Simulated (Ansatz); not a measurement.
# C₂H₈AlBO: small, medium and large basis sets

How large a basis does C₂H₈AlBO need? Two functionals are run in growing sets.

The runs use Ansatz 0.2.0, Gaussian basis; one geometry, several basis sets.

Levels to be run: PBE0-D4/def2-SVP; ωB97M-V/def2-SVP; PBE0-D4/def2-QZVPP; ωB97M-V/def2-QZVPP; the functionals' def2-TZVPP values are taken from earlier runs.

## (1) The geometry

An earlier PBE0-D4 in a triple-zeta def2 set relaxation fixed the geometry.

SMILES `[BH2][AlH][CH2]OC`, 13 atoms, charge 0, spin multiplicity 1.

Atoms are counted from 1 here; the program's logs count them from 0.

Bond lengths: B1–Al2 2.094 Å, B1–H6 1.202 Å, B1–H7 1.202 Å, Al2–C3 2.005 Å, Al2–H8 1.592 Å, C3–O4 1.429 Å, C3–H9 1.104 Å, C3–H10 1.093 Å, O4–C5 1.373 Å, C5–H11 1.091 Å, C5–H12 1.136 Å, C5–H13 1.097 Å. Angles: Al2–B1–H6 123.2°, Al2–B1–H7 121.6°, H6–B1–H7 115.2°, B1–Al2–C3 109.0°, B1–Al2–H8 132.7°, C3–Al2–H8 118.3°, Al2–C3–O4 112.3°, Al2–C3–H9 110.3°, Al2–C3–H10 112.8°, O4–C3–H9 109.4°, O4–C3–H10 105.8°, H9–C3–H10 105.8°, C3–O4–C5 114.0°, O4–C5–H11 108.9°, O4–C5–H12 112.0°, O4–C5–H13 113.7°, H11–C5–H12 104.9°, H11–C5–H13 110.4° and more.

## (2) PBE0-D4 in def2-SVP

in.yaml

```yaml
crystal:
  periodic: [false, false, false]
  atoms:
    - {symbol: B, position_ang: [-1.615296, 0.918826, -0.336315]}
    - {symbol: Al, position_ang: [-0.755991, 0.244478, 1.449984]}
    - {symbol: C, position_ang: [1.035888, -0.560946, 1.048840]}
    - {symbol: O, position_ang: [1.571370, -0.101550, -0.193386]}
    - {symbol: C, position_ang: [0.715366, -0.245057, -1.257107]}
    - {symbol: H, position_ang: [-1.440222, 2.024471, -0.774454]}
    - {symbol: H, position_ang: [-2.329404, 0.213732, -0.997763]}
    - {symbol: H, position_ang: [-1.281376, 0.204121, 2.952407]}
    - {symbol: H, position_ang: [0.965249, -1.662881, 1.033733]}
    - {symbol: H, position_ang: [1.787895, -0.320407, 1.805317]}
    - {symbol: H, position_ang: [1.236750, 0.041222, -2.171823]}
    - {symbol: H, position_ang: [-0.169031, 0.465132, -1.189997]}
    - {symbol: H, position_ang: [0.299102, -1.255741, -1.354537]}
basis:
  gaussian: {orbitals: def2-SVP}
hamiltonian: {xc: pbe0, dispersion: d4}
output: {orbitals: {seedname: orbitals}}
```

Further steps of the session: ωB97M-V in def2-SVP; PBE0-D4 in def2-QZVPP; ωB97M-V in def2-QZVPP.

**Question.** What will the summary of the whole plan be? Wanted: PBE0-D4: double and triple zeta above quadruple; ωB97M-V: double and triple zeta above quadruple.

**Answer**, as computed:

| quantity | value |
| --- | --- |
| PBE0-D4: double and triple zeta above quadruple | 8.37, 0.49 eV |
| ωB97M-V: double and triple zeta above quadruple | 8.64, 0.48 eV |

**Reading.** PBE0-D4 gains 7.88 eV from double to triple zeta, then 0.49 eV more. Total energies overstate the basis error of differences, where much of it tends to cancel.
